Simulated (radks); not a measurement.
**Valence configurations of Tl⁺**

An exercise on one series of results from a longer session: the logs are not shown, and one member is left open.

Method: scalar-relativistic Kohn-Sham, r2SCAN, spin-polarised, spherical densities, finite nucleus; open shells are filled with parallel spins first. Code: radks (a radial shooting solver on a logarithmic mesh, Libxc functionals) version 1.

### Starting point

```
element            : thallium (Z = 81)
charge             : +1
electrons          : 80
configuration      : [Hg]
nuclear rms radius : 5.4759 fm
others tried       : [Xe] 4f14 5d10 6s1.5 6p0.5; [Xe] 4f13.5 5d10 6s2 6p0.5; [Xe] 4f13 5d10 6s2 6p1; [Xe] 4f14 5d10 6s1 6p1; [Xe] 4f11.5 5d10 6s2 6p2.5; [Xe] 4f14 5d9 6s2 6p1; [Xe] 4f12.5 5d10 6s1 6p2.5
```

Outer shells as boxes (Hund's rule):

Tl⁺
```
[Xe] core
4f [↑↓][↑↓][↑↓][↑↓][↑↓][↑↓][↑↓]
5d [↑↓][↑↓][↑↓][↑↓][↑↓]
6s [↑↓]
```

The first run:

Settings of this run:

```text
Z 81
configuration [Hg]
relativity scalar-relativistic
functional r2scan,r2scan
spin polarised
nucleus finite rms 5.4759 fm
c 137.035999084
```

Among the steps run: [Hg].

One of the session's tables, all rows but one given; the rest of the session is left out.

It belongs to the step «[Hg]». Sizes of the orbitals, from the radial functions (bohr):

```
level     <r>  outermost maximum (interpolated)  90 % within  nodes
   4s  0.3916                             0.369        0.561      3
   4p  0.4172                             0.389        0.604      2
   4d  0.4396                             0.395        0.654      1
   5s       ?                                 ?            ?      ?
   4f  0.4677                             0.359        0.745      0
   5p   1.010                             0.905         1.46      3
   5d   1.379                              1.11         2.11      2
   6s   2.372                              2.05         3.47      5
```

**Question.** Estimate the row for 5s.

As computed: <r>: 0.8804; outermost maximum (interpolated): 0.809; 90 % within: 1.26; nodes: 4. In the column «<r>» it lies between 4f (0.4677) and 5p (1.010).
